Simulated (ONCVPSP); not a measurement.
# Cl: the cost of one run

Program: ONCVPSP 4.0.1.1 (patched build). Reference atom: PBE, scalar-relativistic, spherical and spin-unpolarised. All values are calculated.

## Step 1: The design

The settings as typed:

```json
{"element": "chlorine (Cl, Z = 17)", "type": "optimised norm-conserving Vanderbilt (ONCV)", "frozen core": "[Ne]", "valence charge": "7", "reference configuration": "3s2 3p5", "partial waves": "3s: rc 1.10 bohr, ncon 4, nbas 9, qcut 7 1/bohr, local; 3p: rc 1.55 bohr, ncon 3, nbas 8, qcut 5.1 1/bohr, 3 projectors, debl 1.8 Ha", "local potential": "the s channel", "core correction": "Teter function, fcfact 1.75, rcfact 1.1"}
```

The outer shells as boxes (Hund's rule for the drawing; the calculation is spin-unpolarised):

```
[Ne] core
3s [↑↓]
3p [↑↓][↑↓][↑ ]
```

## Step 2: The generation run

Cl.dat

```
# ATOM AND REFERENCE CONFIGURATION
# atsym  z   nc   nv     iexc    psfile
  Cl 17.00    3    2        4      upf
#
#   n    l    f
    1    0    2.00
    2    0    2.00
    2    1    6.00
    3    0    2.00
    3    1    5.00
#
# PSEUDOPOTENTIAL AND OPTIMIZATION
# lmax
    1
#
#   l,   rc,      ep,       ncon, nbas, qcut
    0    1.10    0.00    4    9    7.00
    1    1.55    0.00    3    8    5.10
#
# LOCAL POTENTIAL
# lloc, lpopt,  rc(5),   dvloc0
    0    5    1.10    0.00
#
# VANDERBILT-KLEINMAN-BYLANDER PROJECTORs
# l, nproj, debl
    0    0    3.20
    1    3    1.80
#
# MODEL CORE CHARGE
# icmod, fcfact, rcfact
    3    1.75    1.10
#
# LOG DERIVATIVE ANALYSIS
# epsh1, epsh2, depsh
   -2.00    5.00    0.02
#
# OUTPUT GRID
# rlmax, drl
    6.00    0.01
#
# TEST CONFIGURATIONS
# ncnf
    4
# nvcnf
#   n    l    f
    2
    3    0    2.00
    3    1    4.00
#
    2
    3    0    2.00
    3    1    3.00
#
    2
    3    0    2.00
    3    1    2.00
#
    2
    3    0    2.00
    3    1    1.00
#
```

The run is started by

```console
oncvpsp.x < Cl.dat > Cl.out
```

**Question.** How long does this run take on 1 thread of Intel Xeon Platinum 8488C, shared host?

About 2.4 s.
